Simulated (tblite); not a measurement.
# C6H13NSi: the cost of one run

Computed with tblite 0.8.0 and PySCF 2.14.0, with density-fitted response routines of our own, on a single molecule in the gas phase. Atoms are numbered from 0 throughout.

## (1) Starting geometry

21 atoms, charge 0, multiplicity 1; geometry from: force field or distance geometry start.

Bonds of the start (Å): C0–C1 1.35, C1–C2 1.49, C2–C3 1.50, C2–N4 1.30, N4–C5 1.47, C5–C6 1.53, C5–Si7 1.90, C0–H8 1.08, C0–H9 1.08, C1–H10 1.08, C3–H11 1.10, C3–H12 1.10, C3–H13 1.10, C5–H14 1.10, C6–H15 1.08, C6–H16 1.10, C6–H17 1.10, Si7–H18 1.49, Si7–H19 1.49, Si7–H20 1.49.

## (2) Geometry optimisation with GFN2-xTB

Job settings and geometry (Å):

```
{"job": {"kind": "relax", "xc": "GFN2-xTB", "basis": "xTB"}, "charge": 0, "multiplicity": 1}
C      3.489100     0.706900    -0.180500
C      2.213000     0.814500    -0.619800
C      1.051500     0.074700    -0.048000
C      1.263100    -1.059800     0.903600
N     -0.121600     0.496800    -0.423400
C     -1.366500    -0.104700     0.070100
C     -1.836700    -1.149200    -0.939200
Si    -2.615200     1.300500     0.358700
H      3.789300     0.071000     0.644300
H      4.255700     1.300300    -0.647000
H      1.973400     1.492500    -1.421600
H      1.091300    -0.718100     1.935200
H      0.572700    -1.888400     0.704900
H      2.276400    -1.479500     0.835400
H     -1.229500    -0.566300     1.054000
H     -2.016500    -0.709900    -1.911500
H     -2.768500    -1.622400    -0.604300
H     -1.089700    -1.946700    -1.062700
H     -2.118700     2.267900     1.372500
H     -3.882300     0.717400     0.885600
H     -2.939300     2.019600    -0.906800
```

Run with:

```bash
$ OMP_NUM_THREADS=1 python probes_run.py task.json out
```

The driver reads the jobs from task.json and runs them one after another.

**Question.** How long does this first job take on 1 thread of Arm Neoverse N1, shared host, and how much memory does it need?

About 2 s, with a peak of 0.18 GiB.
